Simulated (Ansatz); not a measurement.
# C: the cost of one run

Computed with Ansatz 0.2.0 (DFT LDA, scalar-relativistic, plane waves, PAW, unless a step's input says otherwise).

## (1) The system as given

Symmetry: P6_3/mmc, No. 194, hexagonal system. The conventional cell has a = 2.467 Å, b = 2.467 Å, c = 7.803 Å, α = 90.00°, β = 90.00°, γ = 120.00°. C (site symmetry -6m2) has 3 C at 1.42 Å as nearest neighbours.

As a file:

```
C
1.0
     2.46729    0.00000    0.00000
    -1.23365    2.13674    0.00000
     0.00000    0.00000    7.80307
C
4
Direct
  0.00000 0.00000 0.25000
  0.00000 0.00000 0.75000
  0.33333 0.66667 0.25000
  0.66667 0.33333 0.75000
```

The structure comes from the Materials Project (structure only).

(A quick probe on a coarse mesh, which set the mesh and smearing, is not shown.)

## (3) Full relaxation

The input, input.yaml:

```yaml
crystal:
  lattice:
    - [2.4672912616, 0.0, 0.0]
    - [-1.2336456308, 2.1367369111, 0.0]
    - [0.0, 0.0, 7.803073]
  atoms:
    - { symbol: C, position: [0.0, 0.0, 0.25] }
    - { symbol: C, position: [0.0, 0.0, 0.75] }
    - { symbol: C, position: [0.33333333, 0.66666667, 0.25] }
    - { symbol: C, position: [0.66666667, 0.33333333, 0.75] }
basis:
  ecutwfc: 420
kpoints:
  mp_grid: { grid: [21, 21, 6] }
hamiltonian:
  xc: lda
scf:
  occupations: { method: gaussian, width: 0.1 }
output:
  forces: true
  stress: true
  eigenvalues: true
relax:
  adjacent_minimum: "off"
  f_tol: 0.005
  max_steps: 80
  cell: { stress_tol: 0.05 }
```

Run with:

```console
ansatz run input.yaml --threads 2 --pin off --max-ram 5120MiB --backend cpu --events-out ev --progress --plain --runs-dir out
```

**Question.** How long does this run take on 2 threads of Arm Neoverse V1, shared host, and how much memory does it need?

About 44 s, with a peak of 0.37 GiB.
